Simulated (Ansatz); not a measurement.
**CoCl (quintet): from Hartree-Fock to the top rungs, def2-TZVPP**

The task here is to estimate one member of a computed series from the others.

Method: def2-TZVPP, core rule «outside noble gas», up to 14 orbitals frozen; program: Ansatz 0.2.0, Gaussian basis.

Plan: UHF; ROHF; CCSD(T) on UHF.

### The system

The geometry is a PBE0/def2-TZVP stationary point (not a proven minimum).

2 atoms, charge 0, spin multiplicity 5.

Atoms are counted from 1 here; the program's logs count them from 0.

Bond lengths: Co1–Cl2 2.173 Å.

Set-up of the first run:

in.yaml reads:

```yaml
crystal:
  periodic: [false, false, false]
  atoms:
    - {symbol: Co, position_ang: [0.000000, 0.000000, 0.000000]}
    - {symbol: Cl, position_ang: [0.000000, 0.000000, 2.172600]}
basis:
  gaussian: {orbitals: def2-TZVPP}
magnetization: {spin_polarized: true, initial_magnetization: 4}
hamiltonian: {xc: hf}
output: {orbitals: {seedname: orbitals}}
```

On the command line:

```
> ansatz run in.yaml --threads 1 --pin off --events-out ev --progress --plain --max-ram 4096MiB --backend cpu
```

Steps of the session up to this table: UHF; ROHF; CCSD(T) on UHF.

One table of the session follows, with a row left open; its other results are not shown here.

It belongs to the step «Misses and costs». 

| method | from UCCSD(T) (meV) |
| --- | --- |
| ROHF | +12496.1 |
| UHF | ? |
| UMP2 | +844.7 |
| UCCSD | +429.0 |
| UCCSD(T) | 0 |

Estimate the missing values for UHF.

**Answer.** from UCCSD(T) (meV): +12287.4. In the column «from UCCSD(T) (meV)» it lies between UMP2 (+844.7) and ROHF (+12496.1).

With the free atoms at the same levels and basis (separate runs), the atomisation energy is 2.999 eV at UCCSD(T), 2.864 eV at ROHF.
